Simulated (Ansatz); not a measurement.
# CH3In (SMILES C[In]) at HF/3-21G

What is the vertical ionisation energy of CH3In at HF/3-21G? 

The calculation is run with Ansatz 0.2.0.

46 further runs of the same task are left out: 5 that didn't finish, 41 set aside as unsound or not needed.

**1. The system as given**

CH3In has 5 atoms, charge 0, and is taken as a singlet. As SMILES, `C[In]`. Geometry: relaxed at PBE0-D4/def2-TZVP.

Bond lengths: C1–In2 2.238 Å, C1–H3 1.096 Å, C1–H4 1.096 Å, C1–H5 1.096 Å. Angles: In2–C1–H3 111.3°, In2–C1–H4 111.3°, In2–C1–H5 111.3°, H3–C1–H4 107.6°, H3–C1–H5 107.6°, H4–C1–H5 107.6°.

**2. The energy at HF/3-21G**

File job.yaml:

```yaml
crystal:
  periodic: [false, false, false]
  atoms:
    - {symbol: C, position_ang: [-0.182770, 0.073150, -0.070580]}
    - {symbol: In, position_ang: [1.772750, -0.709460, 0.684610]}
    - {symbol: H, position_ang: [-0.972960, -0.040920, 0.680150]}
    - {symbol: H, position_ang: [-0.502560, -0.460530, -0.972760]}
    - {symbol: H, position_ang: [-0.114460, 1.137770, -0.321410]}
basis:
  gaussian:
    orbitals: 3-21G-spherical.json
hamiltonian:
  xc: hf
accuracy: high
output: {orbitals: {seedname: orbitals}}
```

The basis set 3-21G is read from a file made from the Basis Set Exchange's data (not shown).

Launch:

```
$ ansatz run job.yaml --threads 1 --pin off --max-ram 3480MiB --events-out events.jsonl --progress --plain --runs-dir runs
```

Output:

```text
Warning: RAYON_NUM_THREADS=1 ignored (pool sized by the plan → 1); use --threads N
Functional definition: HF
  name "HF"
  exchange = exact_x
  correlation = 0
935 factors; integrals over basis functions are off by at most 1.2e-8 eV
mean field evaluation 1: about -156576.0075 eV, gradient 2.3e1 eV
mean field evaluation 2: about -156576.0972 eV, gradient 2.3e1 eV
mean field evaluation 4: about -156577.6410 eV, gradient 1.4e0 eV
mean field evaluation 8: about -156577.6566 eV, gradient 2.2e-3 eV
mean field -156577.65658479 eV, -5754.1227473437 hartree, gradient 1.4e-8 eV, S^2 0.000000; 0 other end points of the search recorded, 0 dependent functions left out
reference -156577.65658479 eV, -5754.1227473437 hartree; 29, 29 occupied and 17, 17 virtual orbitals, 935 factors
Total energy: -156577.65658479 eV, -5754.1227473437 hartree
```

It took 0.81 s on 1 thread of Arm Neoverse V1, shared host; peak memory 0.1 GiB.

**3. The doublet cation at the same level**

File run.yaml:

```yaml
crystal:
  periodic: [false, false, false]
  atoms:
    - symbol: C
      position_ang: [-0.182770, 0.073150, -0.070580]
    - symbol: In
      position_ang: [1.772750, -0.709460, 0.684610]
    - symbol: H
      position_ang: [-0.972960, -0.040920, 0.680150]
    - symbol: H
      position_ang: [-0.502560, -0.460530, -0.972760]
    - symbol: H
      position_ang: [-0.114460, 1.137770, -0.321410]
basis:
  gaussian:
    orbitals: 3-21G-spherical.json
total_charge: 1
magnetization:
  spin_polarized: true
  initial_magnetization: 1
hamiltonian:
  xc: hf
accuracy: high
output: {orbitals: {seedname: orbitals}}
```

The basis set 3-21G is read from a file made from the Basis Set Exchange's data (not shown).

Launch:

```
$ ansatz run run.yaml --threads 1 --pin off --max-ram 3480MiB --events-out events.jsonl --progress --plain --runs-dir runs
```

Output:

```text
Warning: RAYON_NUM_THREADS=1 ignored (pool sized by the plan → 1); use --threads N
[... 4 set-up lines as earlier in the session ...]
935 factors; integrals over basis functions are off by at most 1.2e-8 eV
mean field evaluation 1: about -156565.9938 eV, gradient 3.0e1 eV
mean field evaluation 2: about -156566.0914 eV, gradient 2.9e1 eV
mean field evaluation 4: about -156571.2262 eV, gradient 2.2e0 eV
mean field evaluation 8: about -156571.3448 eV, gradient 2.7e-1 eV
mean field evaluation 16: about -156571.3482 eV, gradient 3.8e-6 eV
mean field -156571.34823877 eV, -5753.8909199032 hartree, gradient 9.4e-8 eV, S^2 0.800045; 0 other end points of the search recorded, 0 dependent functions left out
reference -156571.34823877 eV, -5753.8909199032 hartree; 29, 28 occupied and 17, 18 virtual orbitals, 935 factors
Total energy: -156571.34823877 eV, -5753.8909199032 hartree
```

Run time: 1.1 s. Hardware: 1 thread of Arm Neoverse V1, shared host; peak memory 0.13 GiB.

**4. What came out**

At HF/3-21G:

```
                                          quantity           value
                       singlet CH3In: total energy  -5754.12275 Eh
                        singlet CH3In: HOMO energy        -7.02 eV
                        singlet CH3In: LUMO energy         1.00 eV
                      singlet CH3In: HOMO–LUMO gap         8.02 eV
                      doublet cation: total energy  -5753.89092 Eh
doublet cation: HOMO energy (highest over α and β)       -14.88 eV
 doublet cation: LUMO energy (lowest over α and β)        -5.64 eV
                              doublet cation: ⟨S²⟩           0.800
vertical ionisation energy (to the doublet cation)        6.308 eV
```

**Reading.** The vertical ionisation energy comes to 6.31 eV (145 kcal/mol). −ε(HOMO) before ionisation, 7.02 eV, is 0.71 eV above this ionisation energy. Relativity is left out (singlet CH3In) although the molecule holds a heavy atom. Relativity is left out (doublet cation) although the molecule holds a heavy atom.
